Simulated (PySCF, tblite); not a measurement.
# AlBF5O3Si−, a fragment of a glass network (3-ring): NMR shifts, core binding energies and electronic excitations

What NMR shifts, core binding energies and electronic excitations should one expect for `FB1[O][Al-]([F])([F])[O][Si](F)(F)O1`? It is drawn as: Al Si B3, F ends, O bridges.

Programs: tblite 0.8.0 and PySCF 2.14.0. All values are calculated, for the isolated system unless a continuum is named. Atoms count from 0, parts from 1.

## 1. The system as given

11 atoms, charge -1, multiplicity 1; geometry: distance geometry start.

## 2. Relaxing the cluster with GFN2-xTB

The job: settings as JSON, then the geometry in Å.

```
{"job": {"kind": "relax", "xc": "GFN2-xTB", "basis": "xTB"}, "charge": -1, "multiplicity": 1}
F     -2.087531    -1.182760     0.880027
B     -1.166117    -0.473737     0.129505
O     -1.161456     1.031844     0.290791
Si    -0.165076     1.930405     1.418140
F      0.094731     3.488241     0.815834
F     -0.875491     2.017492     2.892390
O      1.409971     1.113047     1.561068
Al     1.752990    -0.554732     0.774611
F      3.063874    -0.383862    -0.445664
F      2.225004    -1.720542     2.030217
O      0.181076    -1.107741    -0.062581
```

Level: GFN2-xTB geometry optimisation, gas phase.

Run with:

```bash
OMP_NUM_THREADS=1 python cluster_run.py task.json out
```

One launch serves the whole session: the jobs run in the order shown.

**Question.** The jobs that follow are: PBE0-D3(BJ)/def2-SVP geometry optimisation, gas phase; GIAO PBE0/aug-pcSseg-1 NMR shielding, non-relativistic, gas phase; delta-SCF UKS SCAN, aug-pcX-2 on the ionised atom, aug-pcseg-1 elsewhere, spin-free X2C; TDDFT CAM-B3LYP/def2-SVPD, vertical, gas phase, core orbitals frozen in the response. Predict: rotational constants (main isotopes); shieldings of F, B, O (PBE0/aug-pcSseg-1); O1s binding energies, SCAN/aug-pcX-2 (standing for 2 of 3 atoms); F1s binding energies, SCAN/aug-pcX-2 (standing for 2 of 5 atoms); Al2p binding energies, SCAN/aug-pcX-2; lowest singlet (CAM-B3LYP/def2-SVPD); brightest single state of those computed; lowest triplet.

As calculated:

```
                                                        quantity                                                                                        value
                            rotational constants (main isotopes)                                                                         1.00, 0.68, 0.52 GHz
                       shieldings of F, B, O (PBE0/aug-pcSseg-1)  F0 307.8, F4 337.0, F5 337.6, F8 395.3, F9 396.0, B1 85.6, O10 213.2, O2 216.1 ppm and more
O1s binding energies, SCAN/aug-pcX-2 (standing for 2 of 3 atoms)                                                                     O6 534.00, O10 533.98 eV
F1s binding energies, SCAN/aug-pcX-2 (standing for 2 of 5 atoms)                                                                      F9 687.19, F8 687.18 eV
                           Al2p binding energies, SCAN/aug-pcX-2                                                                                 Al7 76.99 eV
                            lowest singlet (CAM-B3LYP/def2-SVPD)                                                                  7.97 eV (156 nm), f = 0.048
                        brightest single state of those computed                                                                  state 4, 8.48 eV, f = 0.055
                                                  lowest triplet                                                                                      7.82 eV
```

In words: The start of the PBE0/def2-SVP relaxation was shaken at random by about 0.01 Å, so part of the energy gained, and of the first lengths quoted, undoes that. The optimisation took 5 steps and gained 0.199 eV; among the close pairs (by a distance rule), Al7–F8 changed most, from 1.638 to 1.686 Å (PBE0/def2-SVP). At PBE0/aug-pcSseg-1: The widest tensor belongs to O10: span 158 ppm, with a paramagnetic part of -186 ppm. At SCAN/aug-pcX-2: the O1s levels computed lie within 0.02 eV of one another, too close to rank. Only 2 of the 3 O atoms are covered by sound results. At SCAN/aug-pcX-2: the F1s levels computed lie within 0.02 eV of one another, too close to rank. Only 2 of the 5 F atoms are covered by sound results. The first singlet state (HOMO→LUMO 0.86) lies at 7.97 eV and is weak; of the 6 states computed, the strongest absorption comes from state 4 at 8.48 eV. The lowest triplet lies 0.15 eV below the lowest singlet (triplets in Tamm-Dancoff, singlets in full TDDFT). The lowest singlet lies above −ε(HOMO); no detachment energy was computed, so the anion's states may not be bound. A capped cluster stands for the solid here, so long-range fields and strain are missing, and bands or shifts of the capping hydrogens have no counterpart in it.
